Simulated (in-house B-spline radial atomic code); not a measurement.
# Cd⁵⁺: ionisation energy by several methods

Aim: the ionisation energy of Cd⁵⁺ by several methods, each as the difference of two self-consistent energies (Cd⁵⁺ and the next ion, [Kr] 4d6).

The numbers are computed with in-house B-spline radial atomic code version 1 (non-relativistic, several functionals, spin-polarised, exact exchange averaged over the configuration; spherical all-electron atom at the radial basis limit), except any that are marked as measured or tabulated.

## 1. The system

- element: cadmium (Z = 48)
- charge: +5
- electrons: 43
- configuration: [Kr] 4d7
- nucleus: point

The outer shells:

[Kr] 4d7
```
[Kr] core
4d [↑↓][↑↓][↑ ][↑ ][↑ ]
```

Where spins are not typed, each open shell is filled with up spins first.

## 2. ωB97X, a range-separated hybrid

Input settings:

```ini
Z = 48
electrons = 43.0
configuration = [Kr] 4d7
hamiltonian = nr
method = wb97x
spin_polarised = True
exact_exchange = averaged over the configuration
```

Launch:

```console
python run_scf.py task.json out
```

One command runs all members of the session, one after another, from task.json.

## 3. PBE0, a global hybrid

Settings: those of step 2 with these lines changed.

```diff
@@ -4,3 +4,3 @@
 hamiltonian = nr
-method = wb97x
+method = pbe0
 spin_polarised = True
```

## 4. BHandHLYP, a global hybrid

Settings: those of step 3 with these lines changed.

```diff
@@ -4,3 +4,3 @@
 hamiltonian = nr
-method = pbe0
+method = bhandhlyp
 spin_polarised = True
```

## 5. r2SCAN0, a global hybrid

Settings: those of step 4 with these lines changed.

```diff
@@ -4,3 +4,3 @@
 hamiltonian = nr
-method = bhandhlyp
+method = r2scan0
 spin_polarised = True
```

## 6. HSE06, a range-separated hybrid

Settings: those of step 5 with these lines changed.

```diff
@@ -4,3 +4,3 @@
 hamiltonian = nr
-method = r2scan0
+method = hse06
 spin_polarised = True
```

**Question.** The tabulated ionisation energy is 87 ± 2 eV (tabulated theoretical; NIST Atomic Spectra Database). What does each method give, and which comes nearest?

**Answer**, as computed:

| method | rung | total energy (hartree) | ΔSCF (eV) | −ε highest (eV) | ΔSCF less tabulated (eV) |
| --- | --- | --- | --- | --- | --- |
| PBE0 | global hybrid | -5460.3131 | 88.559 | 82.125 (4d down) | +1.559 |
| BHandHLYP | global hybrid | -5460.7215 | 88.326 | 84.465 (4d down) | +1.326 |
| r2SCAN0 | global hybrid | -5460.6960 | 88.283 | 81.978 (4d down) | +1.283 |
| ωB97X | range-separated hybrid | -5460.7883 | 88.510 | 84.672 (4d down) | +1.510 |
| HSE06 | range-separated hybrid | -5460.2218 | 88.518 | 81.670 (4d down) | +1.518 |

**Reading.** Tables give 87 ± 2 eV (tabulated theoretical; NIST Atomic Spectra Database) for the ionisation energy. r2SCAN0 misses by +1.283 eV, the least, and PBE0 by +1.559 eV (1.8 %), the most. The table's own uncertainty is as large as these misses, so the order means little. All methods miss on the same side by much the same amount, which points to something that they share. These runs lack relativity altogether, which can outweigh the gaps between the methods, so the nearest may be so by luck. These runs leave out relativity, which matters at this nuclear charge. Open shells are averaged (over orientations, and over spins where the run is restricted), while tables refer to the lowest levels.
